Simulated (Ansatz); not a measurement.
# Ru (sc type): how the settings move a single-point run

Aim: see which settings change the result for Ru (sc type), by how much, and at what cost.

Computed with Ansatz 0.2.0 (reference: DFT, LDA, norm-conserving pseudopotentials, Ansatz's default files, scalar-relativistic, unless a step's input says otherwise).

1 further run of the same task is left out (set aside as unsound or not needed). Runs told in other sessions of the task aren't counted.

## (1) The starting structure

The structure is cubic, space group Pm-3m (No. 221). The conventional cell has a = 2.135 Å, b = 2.135 Å, c = 2.135 Å, α = 90.00°, β = 90.00°, γ = 90.00°. Around Ru (site symmetry m-3m) lie 6 Ru at 2.13 Å.

As a file:

```
CELL_PARAMETERS angstrom
2.13469 0.00000 0.00000
0.00000 2.13469 0.00000
0.00000 0.00000 2.13469
ATOMIC_POSITIONS crystal
Ru 0.00000 0.00000 0.00000
```

## (2) Baseline

The input, input.yaml:

```yaml
crystal:
  lattice:
    - [2.1346868212, 0.0, 0.0]
    - [0.0, 2.1346868212, 0.0]
    - [0.0, 0.0, 2.1346868212]
  atoms:
    - { symbol: Ru, position: [0.0, 0.0, 0.0] }
kpoints:
  mp_grid: { grid: [17, 17, 17] }
scf:
  occupations: { method: fermi_dirac, width: 0.1 }
hamiltonian:
  xc: lda
  pseudopotentials: { kind: nc }
output:
  forces: true
  stress: true
  eigenvalues: true
```

Started as:

```bash
$ ansatz run input.yaml --threads 1 --pin off --max-ram 2048MiB --backend cpu --events-out ev --progress --plain --runs-dir out
```

## (3) Changing settings: mp_grid.grid [26, 26, 26], occupations.method tetrahedron_uncorrected, width left out

Changes to input.yaml since step 2:

```diff
@@ -8,5 +8,5 @@
 kpoints:
-  mp_grid: { grid: [17, 17, 17] }
+  mp_grid: { grid: [26, 26, 26] }
 scf:
-  occupations: { method: fermi_dirac, width: 0.1 }
+  occupations: { method: tetrahedron_uncorrected }
 hamiltonian:
```

What does the calculation give? Wanted: for each run, ending; energy change; pressure; gap; force.

**Answer**, as computed:

```tsv
run	ending	energy change	pressure (GPa)	gap (eV)	force (eV/Å)	cycles	time
reference	converged	0	305.1	0.00	0.00	6	6.3 s
1: mp_grid.grid [26, 26, 26], occupations.method tetrahedron_uncorrected, width left out	converged	+33.7 meV/atom (σ→0)	305.7	0.00	0.00	6	20 s
```

Residual by cycle in the longest SCF loop of each run; runs are numbered as in the table. The quantity is the density residual dr2, in eV.

```tsv
cycle	reference	run 1
1	0.211	0.207
2	0.0479	0.0473
3	1.4e-4	1.3e-4
4	1.5e-6	1.5e-6
5	8.8e-8	1.1e-7
6	3.0e-9	3.5e-9
```

What this shows: Changing the k-point mesh and smearing moves the energy by +33.7 meV/atom (σ→0 values), and the pressure goes from 305.1 to 305.7 GPa. More than one kind of setting changed, and this run alone doesn't tell their shares apart. Cost: 20 s against 6.3 s. The structure is not at rest: the sound run finds 305 GPa, so these are no properties of the relaxed crystal. 
